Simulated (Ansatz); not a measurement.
# FGeHS: the cost of one run

Computed with Ansatz 0.2.0, Gaussian basis. Level: UKS PBE0/def2-TZVP.

### Step 1. Starting geometry

4 atoms, charge 0, spin multiplicity 3.

Atoms are counted from 1 here; the program's logs count them from 0.

Bond lengths: F1–Ge2 1.902 Å, Ge2–S3 2.442 Å, Ge2–H4 1.656 Å. Angles: F1–Ge2–S3 173.8°, F1–Ge2–H4 91.1°, S3–Ge2–H4 95.1°.

The start was built by rule and, where that kept it together, relaxed with GFN2-xTB. Sticks and bond lists go by distance. No spin-orbit coupling is included. 

### Step 2. The run

Input file in.yaml:

```yaml
crystal:
  periodic: [false, false, false]
  atoms:
    - {symbol: F, position_ang: [-2.237167, -0.034524, -0.005158]}
    - {symbol: Ge, position_ang: [-0.336551, 0.041099, 0.001491]}
    - {symbol: S, position_ang: [2.099621, -0.125925, -0.002912]}
    - {symbol: H, position_ang: [-0.371753, 1.694814, 0.082420]}
basis:
  gaussian: {orbitals: def2-TZVP}
magnetization: {spin_polarized: true, initial_magnetization: 2}
hamiltonian: {xc: pbe0}
relax: {f_tol: 0.004, max_steps: 80}
```

Run with:

```
$ ansatz run in.yaml --threads 1 --pin off --events-out ev --progress --plain --max-ram 2176MiB
```

Q: Estimate wall time and peak memory on 1 thread of AMD EPYC 9R45, shared host.

About 34 s, with a peak of 0.48 GiB.
